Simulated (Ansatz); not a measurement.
# CH₇BSSi: how energies converge with the basis set

An exercise on one series of results from a longer session: the logs are not shown, and one member is left open.

The runs use Ansatz 0.2.0, Gaussian basis; one geometry, several basis sets.

The runs, in order: PBE0-D4/def2-SVP; ωB97M-V/def2-SVP; PBE0-D4/def2-QZVPP; ωB97M-V/def2-QZVPP; the functionals' def2-TZVPP values are taken from earlier runs.

### Structure used throughout

An earlier PBE0-D4 in a triple-zeta def2 set relaxation fixed the geometry.

SMILES `BS[SiH2]C`, 11 atoms, charge 0, spin multiplicity 1.

Atoms are counted from 1 here; the program's logs count them from 0.

Bond lengths: B1–S2 1.773 Å, B1–H5 1.195 Å, B1–H6 1.193 Å, S2–Si3 2.163 Å, Si3–C4 1.863 Å, Si3–H7 1.485 Å, Si3–H8 1.485 Å, C4–H9 1.093 Å, C4–H10 1.092 Å, C4–H11 1.092 Å. Angles: S2–B1–H5 121.3°, S2–B1–H6 117.1°, H5–B1–H6 121.6°, B1–S2–Si3 100.0°, S2–Si3–C4 108.1°, S2–Si3–H7 108.5°, S2–Si3–H8 108.5°, C4–Si3–H7 111.3°, C4–Si3–H8 111.3°, H7–Si3–H8 109.0°, Si3–C4–H9 110.3°, Si3–C4–H10 110.8°, Si3–C4–H11 110.9°, H9–C4–H10 108.2°, H9–C4–H11 108.2°, H10–C4–H11 108.3°.

Set-up of the first run:

in.yaml

```yaml
crystal:
  periodic: [false, false, false]
  atoms:
    - {symbol: B, position_ang: [-0.964231, 2.311847, 0.706746]}
    - {symbol: S, position_ang: [0.274441, 1.542013, -0.302194]}
    - {symbol: Si, position_ang: [-0.117508, -0.538332, 0.140915]}
    - {symbol: C, position_ang: [1.082331, -1.573729, -0.838101]}
    - {symbol: H, position_ang: [-1.712024, 1.663369, 1.375608]}
    - {symbol: H, position_ang: [-1.016560, 3.503087, 0.686931]}
    - {symbol: H, position_ang: [0.052908, -0.750481, 1.600779]}
    - {symbol: H, position_ang: [-1.522369, -0.843062, -0.231329]}
    - {symbol: H, position_ang: [0.915346, -2.635738, -0.641253]}
    - {symbol: H, position_ang: [0.959843, -1.401707, -1.909643]}
    - {symbol: H, position_ang: [2.113122, -1.334369, -0.567958]}
basis:
  gaussian: {orbitals: def2-SVP}
hamiltonian: {xc: pbe0, dispersion: d4}
output: {orbitals: {seedname: orbitals}}
```

Run with:

```sh
> ansatz run in.yaml --threads 2 --pin off --events-out ev --progress --plain --max-ram 4352MiB
```

Steps of the session up to this table: PBE0-D4 in def2-SVP; ωB97M-V in def2-SVP; PBE0-D4 in def2-QZVPP; ωB97M-V in def2-QZVPP.

One table of the session follows, with a row left open; its other results are not shown here.

It belongs to the step «Density functionals: the series». 

```
functional       basis  HOMO (eV)
   PBE0-D4    def2-SVP      -8.03
   PBE0-D4  def2-TZVPP      -8.06
   PBE0-D4  def2-QZVPP      -8.07
   ωB97M-V    def2-SVP     -10.14
   ωB97M-V  def2-TZVPP          ?
   ωB97M-V  def2-QZVPP     -10.22
```

**Question.** Estimate the row for ωB97M-V, def2-TZVPP.

The run gave: HOMO (eV): -10.21. In the column «HOMO (eV)» it lies between ωB97M-V, def2-QZVPP (-10.22) and ωB97M-V, def2-SVP (-10.14).
